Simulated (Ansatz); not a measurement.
SnCl:

```
Sn Cl
1.0
     3.49755    0.00000    0.00000
    -1.74877    3.02896    0.00000
     0.00000    0.00000   10.06221
Sn Cl
2 2
Direct
  0.66667 0.33333 0.82051
  0.33333 0.66667 0.32051
  0.66667 0.33333 0.55449
  0.33333 0.66667 0.05449
```

The cell comes from a database or a generator and needn't be the stable form of this composition.

```yaml
Program: Ansatz 0.2.0
Task: relaxation of cell and atoms
Functional: PBE
Dispersion: D3(BJ)
Potentials_or_basis: Ansatz PAW
Cutoff: "420 eV (not typed: the program's choice for these potentials)"
k_mesh: 9 × 9 × 3
Occupations: fermi-dirac, width 0.05 eV
Spin: no spin polarisation
```

At the start: volume 26.65 Å³/atom.

Question: Where does the relaxation end?

Answer: It ends after 8 steps and the volume is 25.33 Å³/atom (-5.0 %); space group P6_3mc (No. 186, to 0.05 Å).

The path:
```
step  energy change (eV)  largest force (eV/Å)  volume (Å³)
   1              0.0000                0.1145       106.60
   2             -0.0174                0.0627        96.99
   3             -0.0415                0.0681       101.04
   4             -0.0436                0.0616       100.80
   5             -0.0466                0.0273       100.43
   6             -0.0478                0.0051       101.23
   7             -0.0478                0.0001       101.30
   8             -0.0472                0.0002       101.30
```

Final structure:
```
Sn Cl
1.0
     3.41447    0.00000    0.00000
    -1.70724    2.95702    0.00000
     0.00000    0.00000   10.03332
Sn Cl
2 2
Cartesian
  1.7072 0.9857 8.1793
  0.0000 1.9713 3.1626
  1.7072 0.9857 5.6166
  0.0000 1.9713 0.5999
```

Caveat: the plane-wave basis is chosen anew once the cell has moved, so the energies of steps on either side of that aren't comparable; pairwise dispersion overbinds metals, which lowers pressure and volume.
